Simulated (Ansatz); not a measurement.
# CH10AlNSi2: up Jacob's ladder to CCSD(T)

The task here is to estimate one member of a computed series from the others.

Method: functionals in def2-TZVPP, the program's frozen cores in correlated methods; program: Ansatz 0.2.0, Gaussian basis.

Levels to be run: PBE-D4, r2SCAN-D4, PBE0-D4, B3LYP-D4, ωB97X-V, ωB97M-V, B2PLYP; CCSD(T)/def2-TZVPP; MP2/def2-QZVPP; extrapolation to the limit.

### Structure used throughout

All runs share one geometry, relaxed beforehand with PBE0-D4 in a triple-zeta def2 set.

15 atoms, charge 0, spin multiplicity 1.

Atoms are counted from 1 here; the program's logs count them from 0.

Bond lengths: C1–Al2 1.950 Å, C1–H6 1.093 Å, C1–H7 1.095 Å, C1–H8 1.095 Å, Al2–N3 1.770 Å, Al2–Si4 2.450 Å, N3–H9 1.008 Å, N3–H10 1.007 Å, Si4–Si5 2.340 Å, Si4–H11 1.494 Å, Si4–H12 1.494 Å, Si5–H13 1.490 Å, Si5–H14 1.489 Å, Si5–H15 1.490 Å. Angles: Al2–C1–H6 112.5°, Al2–C1–H7 111.1°, Al2–C1–H8 110.8°, H6–C1–H7 107.8°, H6–C1–H8 107.8°, H7–C1–H8 106.5°, C1–Al2–N3 120.2°, C1–Al2–Si4 123.2°, N3–Al2–Si4 116.6°, Al2–N3–H9 125.3°, Al2–N3–H10 124.6°, H9–N3–H10 110.1°, Al2–Si4–Si5 110.7°, Al2–Si4–H11 111.7°, Al2–Si4–H12 112.9°, Si5–Si4–H11 106.7°, Si5–Si4–H12 107.6°, H11–Si4–H12 106.9° and more.

Set-up of the first run:

in.yaml reads:

```yaml
crystal:
  periodic: [false, false, false]
  atoms:
    - {symbol: C, position_ang: [-2.343826, 0.021487, -0.732950]}
    - {symbol: Al, position_ang: [-0.511191, -0.639901, -0.824733]}
    - {symbol: N, position_ang: [0.159846, -1.195974, -2.365477]}
    - {symbol: Si, position_ang: [0.996743, -0.681980, 1.105831]}
    - {symbol: Si, position_ang: [1.524110, 1.492450, 1.789417]}
    - {symbol: H, position_ang: [-2.853720, -0.024061, -1.698862]}
    - {symbol: H, position_ang: [-2.935669, -0.554133, -0.014325]}
    - {symbol: H, position_ang: [-2.365497, 1.061651, -0.391938]}
    - {symbol: H, position_ang: [-0.332347, -1.208420, -3.244788]}
    - {symbol: H, position_ang: [1.093992, -1.552855, -2.486330]}
    - {symbol: H, position_ang: [0.372190, -1.362032, 2.280981]}
    - {symbol: H, position_ang: [2.280618, -1.391864, 0.824124]}
    - {symbol: H, position_ang: [0.275203, 2.235142, 2.119126]}
    - {symbol: H, position_ang: [2.411853, 1.525463, 2.984040]}
    - {symbol: H, position_ang: [2.205797, 2.224426, 0.685186]}
basis:
  gaussian: {orbitals: def2-TZVPP}
hamiltonian: {xc: pbe, dispersion: d4}
output: {forces: true, orbitals: {seedname: orbitals}}
```

The run is started by

```sh
> ansatz run in.yaml --threads 2 --pin off --events-out ev --progress --plain --max-ram 22528MiB --backend cuda --devices 0, --max-vram 18GiB
```

Among the steps run: PBE-D4 (GGA); r2SCAN-D4 (meta-GGA); PBE0-D4 (hybrid); B3LYP-D4 (hybrid); ωB97X-V (range-separated); ωB97M-V (range-separated); B2PLYP (double hybrid); CCSD(T) in def2-TZVPP; MP2 in def2-QZVPP.

One table of the session follows, with a row left open; its other results are not shown here.

| method | atomisation energy (kcal/mol) |
| --- | --- |
| PBE-D4 | 1153.7 |
| r2SCAN-D4 | 1153.2 |
| PBE0-D4 | 1145.3 |
| B3LYP-D4 | 1153.9 |
| ωB97X-V | 1161.1 |
| ωB97M-V | 1154.1 |
| B2PLYP | 1137.5 |
| HF/def2-TZVPP | 857.4 |
| MP2/def2-TZVPP | ? |
| CCSD/def2-TZVPP | 1112.0 |
| CCSD(T)/def2-TZVPP | 1124.3 |
| MP2/CBS | 1151.7 |
| CCSD(T)/CBS | 1154.7 |

Estimate the missing values for MP2/def2-TZVPP.

**Answer.** atomisation energy (kcal/mol): 1121.3. In the column «atomisation energy (kcal/mol)» it lies between CCSD/def2-TZVPP (1112.0) and CCSD(T)/def2-TZVPP (1124.3).

Caveats from the session: Free atoms (1 C, 1 Al, 1 N, 2 Si, 10 H) were run apart at each level; the atomisation energy is their sum less the molecule, without zero-point or spin-orbit terms.
